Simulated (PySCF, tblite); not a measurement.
# C5H8N2P+: geometry, infrared bands and NMR shifts

Aim: predict the infrared bands and NMR shifts of C5H8N2P+ (`N[PH2+]c1cccnc1`).

Computed with tblite 0.8.0 and PySCF 2.14.0, with density-fitted response routines of our own, on a single molecule in the gas phase. Atoms are numbered from 0 throughout.

### 1 Starting geometry

16 atoms, charge 1, multiplicity 1; geometry from: force field or distance geometry start.

Bonds of the start (Å): N0–P1 1.76, P1–C2 1.78, C2–C3 1.39, C3–C4 1.40, C4–C5 1.38, C5–N6 1.36, N6–C7 1.37, C7–C2 1.39, N0–H8 1.04, N0–H9 1.01, P1–H10 1.41, P1–H11 1.42, C3–H12 1.09, C4–H13 1.08, C5–H14 1.10, C7–H15 1.08.

### 2 Geometry optimisation with GFN2-xTB

The job: settings as JSON, then the geometry in Å.

```
{"job": {"kind": "relax", "xc": "GFN2-xTB", "basis": "xTB"}, "charge": 1, "multiplicity": 1}
N      2.737800     0.556600    -0.020800
P      1.652400    -0.823700     0.099700
C     -0.019100    -0.210500     0.046800
C     -1.023600    -0.866600    -0.648700
C     -2.313200    -0.331300    -0.640100
C     -2.537800     0.855200     0.029800
N     -1.548900     1.505800     0.696600
C     -0.286900     0.975900     0.711200
H      2.863400     0.922000     0.941700
H      3.589000     0.365400    -0.538400
H      1.955500    -1.665800    -0.984600
H      1.947700    -1.448700     1.338600
H     -0.842800    -1.809000    -1.164200
H     -3.126500    -0.809300    -1.169100
H     -3.539500     1.298500     0.035100
H      0.484800     1.494500     1.254900
```

On the command line:

```bash
$ OMP_NUM_THREADS=1 python probes_run.py task.json out
```

One launch serves the whole session: the jobs run in the order shown.

**Question.** This job is followed by: GFN2-xTB harmonic vibrations, gas phase; GIAO PBE0/pcSseg-1 NMR shielding, non-relativistic, gas phase. What will the session give for the following? strongest single infrared mode (GFN2-xTB); zero-point energy (GFN2-xTB); 13C shifts against TMS (PBE0/pcSseg-1); 1H shifts against TMS (PBE0/pcSseg-1, means over atoms taken as alike); 15N shifts against NH3 (PBE0/pcSseg-1); 31P shifts against H3PO4 (PBE0/pcSseg-1).

**Answer**, as computed:

| quantity | value |
| --- | --- |
| strongest single infrared mode (GFN2-xTB) | 494 cm⁻¹, 284 km/mol |
| zero-point energy (GFN2-xTB) | 74.4 kcal/mol |
| 13C shifts against TMS (PBE0/pcSseg-1) | 167.2, 154.0, 145.6, 131.9, 106.8 ppm |
| 1H shifts against TMS (PBE0/pcSseg-1, means over atoms taken as alike) | 9.91, 9.29, 8.22, 8.21, 7.69, 2.78 ppm |
| 15N shifts against NH3 (PBE0/pcSseg-1) | 372.2, 3.3 ppm |
| 31P shifts against H3PO4 (PBE0/pcSseg-1) | -28.6 ppm |

What this shows: Relaxing lowered the energy by 0.514 eV in 71 steps; the close pair that moved most is N0–P1, from 1.760 to 1.631 Å. The lowest mode is imaginary (60i cm⁻¹), so the xTB geometry is not a minimum. The strongest single mode, at 494 cm⁻¹, moves mainly H9. GFN2-xTB is a fitted tight-binding method: band positions and strengths are rough. Its intensities can rank the bands wrongly. At PBE0/pcSseg-1: The widest tensor belongs to N6: span 771 ppm, with a paramagnetic part of -433 ppm. NICS(1)zz of -27 ppm above the planar ring from C2 marks a diatropic (aromatic) ring current.
